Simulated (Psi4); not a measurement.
# SCS-DLPNO-MP2/aug-cc-pVTZ (density fitting, density fitting for correlation, pno convergence normal) run of BrF (SMILES FBr)

Aim: the energy change on altering one bond length of BrF at SCS-DLPNO-MP2/aug-cc-pVTZ (density fitting, density fitting for correlation, pno convergence normal), from 2 runs. 

The results are computed with Psi4 1.11.

3 further runs of the same task are left out: 3 that didn't finish.

## 1. The structure to begin with

BrF: 2 atoms, total charge 0, spin state singlet. SMILES: `FBr`. The shape is that of a GFN2-xTB optimisation.

Bond lengths: F1–Br2 1.800 Å.

## 2. The energy at SCS-DLPNO-MP2/aug-cc-pVTZ (density fitting, density fitting for correlation, pno convergence normal)

job.py reads:

```python
import psi4

psi4.set_memory('1600 MB')
psi4.set_num_threads(1)
psi4.set_output_file('brf.out', False)

m = psi4.geometry("""
0 1
F      0.000000     0.000000     0.000000
Br     0.000000     0.000000     1.799940
symmetry c1
no_reorient
no_com
""")

options = {'scf_type': 'df', 'pno_convergence': 'normal'}
psi4.set_options(options)

E, wfn = psi4.energy("scs-dlpno-mp2/aug-cc-pVTZ", molecule=m, return_wfn=True)
print(f'total energy {E:.8f} hartree = {E * 27.211386:.5f} eV')
```

On the command line:

```sh
$ python job.py
```

brf.out:

```text
[...]
  Running in c1 symmetry.
[...]
  Nuclear repulsion =   92.609098837211249
[...]
  Multiplicity = 1
[...]
  Nalpha       = 22
  Nbeta        = 22
[...]
    Number of basis functions: 105
[...]
   @DF-RHF iter   1: -2671.74067767702445   -2.00623e+00   8.36216e-03 DIIS/ADIIS
[...]
    Orbital Energies [Eh]
    ---------------------
    Doubly Occupied:
       1A   -490.113311     2A    -65.250493     3A    -58.606967
       4A    -58.603654     5A    -58.603654     6A    -26.332056
       7A     -9.921768     8A     -7.537108     9A     -7.523001
      10A     -7.523001    11A     -3.283145    12A     -3.276197
      13A     -3.276197    14A     -3.257743    15A     -3.257743
      16A     -1.593178    17A     -1.033199    18A     -0.688300
      19A     -0.688300    20A     -0.655957    21A     -0.457934
      22A     -0.457934
[...]
  @DF-RHF Final Energy: -2671.86611259372376
   => Energetics <=
    Nuclear Repulsion Energy =             92.6090988372112491
    One-Electron Energy =               -3905.0687415060056082
    Two-Electron Energy =                1140.5935300750704755
    Total Energy =                      -2671.8661125937242105
[...]
 Multipole Moments:
 ------------------------------------------------------------------------------------
     Multipole            Electronic (a.u.)      Nuclear  (a.u.)        Total (a.u.)
 ------------------------------------------------------------------------------------
 L = 1.  Multiply by 2.5417464519 to convert [e a0] to [Debye]
 Dipole X            :          0.0000000            0.0000000            0.0000000
 Dipole Y            :          0.0000000            0.0000000            0.0000000
 Dipole Z            :       -118.3368634          119.0487775            0.7119141
 Magnitude           :                                                    0.7119141
[...]
  @LMP2 iter  12:  -0.560616451959 -2.057e-10  5.943e-07
[...]
```

On the terminal:

```text
total energy -2672.40474346 hartree = -72719.83702 eV
```

Wall time 9 s (1 thread of Intel Xeon Platinum 8488C (Sapphire Rapids), shared host); peak memory 0.62 GiB.

## 3. The distorted shape, same level

input.in reads:

```
memory 1600 mb

molecule m {
  0 1
  F      0.000000     0.000000    -0.179960
  Br     0.000000     0.000000     1.799940
  units angstrom
  symmetry c1
  no_reorient
  no_com
}

set reference rhf
set scf_type df
set pno_convergence normal

result, w = energy('scs-dlpno-mp2/aug-cc-pVTZ', return_wfn=True)
```

On the command line:

```sh
$ psi4 -i input.in -o input.out -n 1
```

input.out:

```text
[...]
  Running in c1 symmetry.
[...]
  Nuclear repulsion =   84.191535613440081
[...]
  Multiplicity = 1
[...]
  Nalpha       = 22
  Nbeta        = 22
[...]
    Number of basis functions: 105
[...]
   @DF-RHF iter   1: -2671.72055059938157   -2.19500e+00   8.23436e-03 ADIIS/DIIS
[...]
    Orbital Energies [Eh]
    ---------------------
    Doubly Occupied:
       1A   -490.128135     2A    -65.264784     3A    -58.621361
       4A    -58.617878     5A    -58.617878     6A    -26.321511
       7A     -9.934881     8A     -7.550215     9A     -7.535761
      10A     -7.535761    11A     -3.296035    12A     -3.289348
      13A     -3.289348    14A     -3.270296    15A     -3.270296
      16A     -1.549629    17A     -1.038146    18A     -0.657876
      19A     -0.657876    20A     -0.611002    21A     -0.474125
      22A     -0.474125
[...]
  @DF-RHF Final Energy: -2671.84156290608462
   => Energetics <=
    Nuclear Repulsion Energy =             84.1915356134400810
    One-Electron Energy =               -3888.0536599638053303
    Two-Electron Energy =                1132.0205614442809292
    Total Energy =                      -2671.8415629060846186
[...]
 Multipole Moments:
 ------------------------------------------------------------------------------------
     Multipole            Electronic (a.u.)      Nuclear  (a.u.)        Total (a.u.)
 ------------------------------------------------------------------------------------
 L = 1.  Multiply by 2.5417464519 to convert [e a0] to [Debye]
 Dipole X            :          0.0000000            0.0000000            0.0000000
 Dipole Y            :          0.0000000            0.0000000            0.0000000
 Dipole Z            :       -115.0045310          115.9881015            0.9835704
 Magnitude           :                                                    0.9835704
[...]
  @LMP2 iter  12:  -0.568297208676 -3.686e-10  5.343e-07
[...]
```

It took 8.4 s on 1 thread of Intel Xeon Platinum 8488C (Sapphire Rapids), shared host; peak memory 0.62 GiB.

## 4. What came out

At SCS-DLPNO-MP2/aug-cc-pVTZ (density fitting, density fitting for correlation, pno convergence normal):

| quantity | value |
| --- | --- |
| first shape: total energy | -2672.40474 Eh |
| first shape: HOMO energy (Hartree–Fock orbitals) | -12.46 eV |
| first shape: LUMO energy (Hartree–Fock orbitals) | 0.12 eV |
| first shape: HOMO–LUMO gap (Hartree–Fock orbitals) | 12.58 eV |
| first shape: correlation energy | -538.6 mEh |
| distorted shape: total energy | -2672.38902 Eh |
| distorted shape: HOMO energy (Hartree–Fock orbitals) | -12.90 eV |
| distorted shape: LUMO energy (Hartree–Fock orbitals) | -1.10 eV |
| distorted shape: HOMO–LUMO gap (Hartree–Fock orbitals) | 11.80 eV |
| distorted shape: correlation energy | -547.5 mEh |
| energy change with the F1–Br2 bond stretched from 1.800 to 1.980 Å | 0.428 eV |

With the F1–Br2 bond stretched from 1.800 to 1.980 Å the energy rises by 0.43 eV (41.3 kJ/mol). The first shape isn't relaxed at this level, so the change isn't measured from a minimum.
